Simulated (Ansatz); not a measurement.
# GeAsH₅ (singlet): from Hartree-Fock to the top rungs, cc-pVDZ

One table from this session's results is given with a row withheld; the runs are named, their logs left out.

Computed with Ansatz 0.2.0, Gaussian basis. Level: cc-pVDZ, core rule «outside noble gas», up to 28 orbitals frozen.

The runs, in order: UHF; CCSD(T) on RHF; BCCD(T) on RHF; CISD; CCSDT(Q) on RHF; CASSCF and MRCISD+Q, 8 electrons in 8 orbitals; CASSCF and NEVPT2, 8 electrons in 8 orbitals.

8 further runs of the same task are left out: 2 that didn't finish, 6 set aside as unsound or not needed. Runs told in other sessions of the task aren't counted.

## What is computed

The geometry is a PBE0/def2-TZVP stationary point (not a proven minimum). No spin-orbit coupling is included. The filled d shell of Ge, As may be among the frozen orbitals whatever the setting's name suggests.

7 atoms, charge 0, spin multiplicity 1.

Atoms are counted from 1 here; the program's logs count them from 0.

Bond lengths: Ge1–As2 2.427 Å, Ge1–H3 1.537 Å, Ge1–H4 1.537 Å, Ge1–H5 1.537 Å, As2–H6 1.523 Å, As2–H7 1.523 Å. Angles: As2–Ge1–H3 108.3°, As2–Ge1–H4 108.3°, As2–Ge1–H5 113.0°, H3–Ge1–H4 108.8°, H3–Ge1–H5 109.2°, H4–Ge1–H5 109.2°, Ge1–As2–H6 92.4°, Ge1–As2–H7 92.4°, H6–As2–H7 91.9°.

Set-up of the first run:

Input file in.yaml:

```yaml
crystal:
  periodic: [false, false, false]
  atoms:
    - {symbol: Ge, position_ang: [-0.018865, 0.000013, 1.213910]}
    - {symbol: As, position_ang: [0.045523, -0.000034, -1.211962]}
    - {symbol: H, position_ang: [0.727031, -1.247104, 1.716006]}
    - {symbol: H, position_ang: [0.715777, 1.253763, 1.716177]}
    - {symbol: H, position_ang: [-1.449276, -0.006411, 1.776671]}
    - {symbol: H, position_ang: [-1.009541, -1.094238, -1.302755]}
    - {symbol: H, position_ang: [-1.008269, 1.095597, -1.303058]}
basis:
  gaussian: {orbitals: cc-pVDZ}
magnetization: {spin_polarized: true, initial_magnetization: 0}
hamiltonian: {xc: hf}
output: {orbitals: {seedname: orbitals}}
```

The run is started by

```sh
$ ansatz run in.yaml --threads 1 --pin off --events-out ev --progress --plain --max-ram 2393MiB
```

Steps of the session up to this table: UHF; CCSD(T) on RHF; BCCD(T) on RHF; CISD; CCSDT(Q) on RHF; CASSCF and MRCISD+Q, 8 electrons in 8 orbitals; CASSCF and NEVPT2, 8 electrons in 8 orbitals.

One table of the session follows, with a row left open; its other results are not shown here.

```
           method  from RCCSDT(Q) (meV)
              RHF               +7385.6
             RMP2               +1461.2
             CISD                +924.3
            RCCSD                +218.7
         RCCSD(T)                 +37.5
          BCCD(T)                 +36.6
           RCCSDT                  +8.8
        RCCSDT(Q)                     0
  CASSCF frontier               +5772.1
  NEVPT2 frontier               +1326.5
  MRCISD frontier                     ?
MRCISD+Q frontier                 +37.8
```

Estimate the missing values for MRCISD frontier.

**Answer.** from RCCSDT(Q) (meV): +559.2. In the column «from RCCSDT(Q) (meV)» it lies between RCCSD (+218.7) and CISD (+924.3).

With the free atoms at the same levels and basis (separate runs), the atomisation energy is 16.258 eV at RCCSDT(Q), 16.235 eV at RCCSD(T), 12.348 eV at RHF.
